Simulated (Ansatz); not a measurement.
# HfBrCl2F: an energy map over bond length F1–Hf2 and angle Cl4–Hf2–F1

Aim: map the energy of BrCl2FHf, SMILES [F][Hf]([Cl])([Cl])[Br] over two coordinates, and find its wells, ridges and stiffness.

The runs use Ansatz 0.2.0; RHF-MP2, frozen core/def2-SVP.

## 1. The system as given

SMILES `[F][Hf]([Cl])([Cl])[Br]`, 5 atoms, charge 0, spin multiplicity 1.

Atoms are counted from 1 here; the program's logs count them from 0.

Bond lengths: F1–Hf2 1.901 Å, Hf2–Cl3 2.342 Å, Hf2–Cl4 2.342 Å, Hf2–Br5 2.491 Å. Angles: F1–Hf2–Cl3 109.1°, F1–Hf2–Cl4 109.0°, F1–Hf2–Br5 108.9°, Cl3–Hf2–Cl4 110.2°, Cl3–Hf2–Br5 109.8°, Cl4–Hf2–Br5 109.8°.

As a file:

| atom | x (Å) | y (Å) | z (Å) |
| --- | --- | --- | --- |
| F1 | -0.35335 | -0.36945 | 1.91366 |
| Hf2 | -0.00658 | -0.05934 | 0.07052 |
| Cl3 | 1.98581 | -1.13682 | -0.52548 |
| Cl4 | -1.78913 | -0.90099 | -1.19432 |
| Br5 | 0.21316 | 2.39291 | -0.30578 |

This geometry comes from a loose relaxation at PBE in a small basis, which is not shown.

## 3. Setting up the map

The axes are (1) bond length F1–Hf2: 9 values from 1.592 to 2.463 Å; (2) angle Cl4–Hf2–F1: 9 values from 84.0 to 134.0 °.

Nothing else is relaxed (all other coordinates rigid). Energies count from the relaxed molecule at the same level.

(The set-up runs are not shown.)

## 4. Point bond length F1–Hf2 = 1.918 Å, angle Cl4–Hf2–F1 = 109.0°

The input, input.yaml:

```yaml
crystal:
  periodic: [false, false, false]
  atoms:
    - { symbol: F, position_ang: [-0.351952, -0.373852, 1.906447] }
    - { symbol: Hf, position_ang: [-0.002356, -0.051644, 0.048306] }
    - { symbol: Cl, position_ang: [1.970253, -1.128057, -0.546563] }
    - { symbol: Cl, position_ang: [-1.765588, -0.894038, -1.2107] }
    - { symbol: Br, position_ang: [0.217379, 2.390107, -0.33068] }
basis:
  gaussian: { orbitals: def2-SVP }
hamiltonian:
  xc: hf
output:
  forces: true
correlation:
  method: mp2
```

Command:

```console
$ ansatz run input.yaml --threads 1 --pin off --max-ram 2560MiB --backend cpu --events-out ev --progress --plain --runs-dir out
```

Further runs follow: the other points that were computed.

Before running it: what results should come out? Wanted: lowest point; highest computed point; largest force on an atom.

**Answer**, as computed:

| quantity | value |
| --- | --- |
| lowest point | bond length F1–Hf2 = 1.918 Å, angle Cl4–Hf2–F1 = 109.0°, 0.8 kJ/mol |
| highest computed point | bond length F1–Hf2 = 1.592 Å, angle Cl4–Hf2–F1 = 134.0°, 278 kJ/mol above the lowest |
| largest force on an atom (eV/Å) | 0.5 at bond length F1–Hf2 = 1.918 Å, angle Cl4–Hf2–F1 = 121.5° to 21.4 at bond length F1–Hf2 = 1.592 Å, angle Cl4–Hf2–F1 = 134.0°; 0.7 at the lowest point |
| time for the whole task | 18 min on 1 thread, shared host |

In words: The lowest computed point is at bond length F1–Hf2 = 1.918 Å, angle Cl4–Hf2–F1 = 109.0°, 0.8 kJ/mol from the relaxed molecule at the same level. The grid is coarse, so the lowest point of the scanned range may lie between grid points; coordinates that were held can hide deeper minima. The grid shows no other well, apart from its symmetry copies. The highest computed point, bond length F1–Hf2 = 1.592 Å, angle Cl4–Hf2–F1 = 134.0°, lies 278 kJ/mol above the lowest. Round the minimum the two coordinates are nearly uncoupled.
